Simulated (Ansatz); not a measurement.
# BGeH3O2: up Jacob's ladder to CCSD(T)

An exercise on one series of results from a longer session: the logs are not shown, and one member is left open.

The runs use Ansatz 0.2.0, Gaussian basis; functionals in def2-TZVPP, the program's frozen cores in correlated methods.

Levels to be run: LDA (SPW92), PBE-D4, revPBE-D4, BLYP-D4, r2SCAN-D4, B97M-V, PBE0-D4, B3LYP-D4, r2SCANh-D4, r2SCAN0-D4, HSE06-D4, BHLYP-D4, CAM-B3LYP-D4, LC-ωPBE, ωB97X-V, ωB97M-V, B2PLYP, PBE-QIDH; CCSD(T)/def2-SVP; CCSD(T)/def2-TZVPP; MP2/def2-QZVPP; extrapolation to the limit; RPA on PBE.

## Structure used throughout

An earlier PBE0-D4 in a triple-zeta def2 set relaxation fixed the geometry.

SMILES `[OH][GeH]1[BH][O]1`, 7 atoms, charge 0, spin multiplicity 1.

Atoms are counted from 1 here; the program's logs count them from 0.

Bond lengths: O1–Ge2 1.774 Å, O1–H5 0.961 Å, Ge2–B3 2.048 Å, Ge2–O4 2.062 Å, Ge2–H6 1.546 Å, B3–O4 1.281 Å, B3–H7 1.189 Å. Angles: Ge2–O1–H5 113.2°, O1–Ge2–B3 115.8°, O1–Ge2–O4 105.2°, O1–Ge2–H6 106.5°, B3–Ge2–O4 36.3°, B3–Ge2–H6 122.8°, O4–Ge2–H6 97.8°, Ge2–B3–O4 72.5°, Ge2–B3–H7 144.8°, O4–B3–H7 142.7°, Ge2–O4–B3 71.2°.

As a file:

| atom | x (Å) | y (Å) | z (Å) |
| --- | --- | --- | --- |
| O1 | -1.0329 | 0.6374 | -1.3564 |
| Ge2 | 0.1398 | 0.6949 | -0.0266 |
| B3 | 1.1750 | -1.0367 | 0.3244 |
| O4 | 0.0252 | -1.1561 | 0.8753 |
| H5 | -1.9205 | 0.8900 | -1.0898 |
| H6 | -0.5181 | 1.5205 | 1.1034 |
| H7 | 2.1926 | -1.6180 | 0.1240 |

Set-up of the first run:

Contents of in.yaml:

```yaml
crystal:
  periodic: [false, false, false]
  atoms:
    - {symbol: O, position_ang: [-1.032902, 0.637421, -1.356364]}
    - {symbol: Ge, position_ang: [0.139805, 0.694859, -0.026596]}
    - {symbol: B, position_ang: [1.175013, -1.036666, 0.324411]}
    - {symbol: O, position_ang: [0.025213, -1.156101, 0.875340]}
    - {symbol: H, position_ang: [-1.920478, 0.889968, -1.089832]}
    - {symbol: H, position_ang: [-0.518100, 1.520508, 1.103370]}
    - {symbol: H, position_ang: [2.192648, -1.617991, 0.123971]}
basis:
  gaussian: {orbitals: def2-TZVPP}
hamiltonian: {xc: lda}
output: {orbitals: {seedname: orbitals}}
```

Steps of the session up to this table: LDA; PBE-D4 (GGA); revPBE-D4 (GGA); BLYP-D4 (GGA); r2SCAN-D4 (meta-GGA); B97M-V (meta-GGA); PBE0-D4 (hybrid); B3LYP-D4 (hybrid); r2SCANh-D4 (hybrid); r2SCAN0-D4 (hybrid); HSE06-D4 (hybrid); BHLYP-D4 (hybrid); CAM-B3LYP-D4 (range-separated); LC-ωPBE (range-separated); ωB97X-V (range-separated); ωB97M-V (range-separated); B2PLYP (double hybrid); PBE-QIDH (double hybrid).

One table of the session follows, with a row left open; its other results are not shown here.

It belongs to the step «Frontier levels by functional». 

```
  functional  HOMO (eV)  gap (eV)
 LDA (SPW92)      -6.20      3.96
      PBE-D4      -6.04      4.00
   revPBE-D4      -5.98      4.02
     BLYP-D4      -5.94      3.98
   r2SCAN-D4      -6.27      4.36
      B97M-V      -6.29      4.37
     PBE0-D4      -7.12      5.87
    B3LYP-D4      -6.97      5.47
  r2SCANh-D4      -6.67      5.06
  r2SCAN0-D4          ?         ?
    HSE06-D4      -6.73      5.10
    BHLYP-D4      -8.13      7.72
CAM-B3LYP-D4      -8.40      8.15
     LC-ωPBE      -9.61     10.48
     ωB97X-V      -9.31     10.09
     ωB97M-V      -9.20      9.86
```

**Question.** Estimate the row for r2SCAN0-D4.

Worked estimate for «HOMO (eV)». Against the share of exact exchange, r2SCAN-D4 (0, -6.27), r2SCANh-D4 (0.1, -6.67) give a slope of -4.00 per unit share; at 0.25 the line stands at -7.27.

As computed: HOMO (eV): -7.28; gap (eV): 6.10. In «HOMO (eV)» the line misses by +0.01.
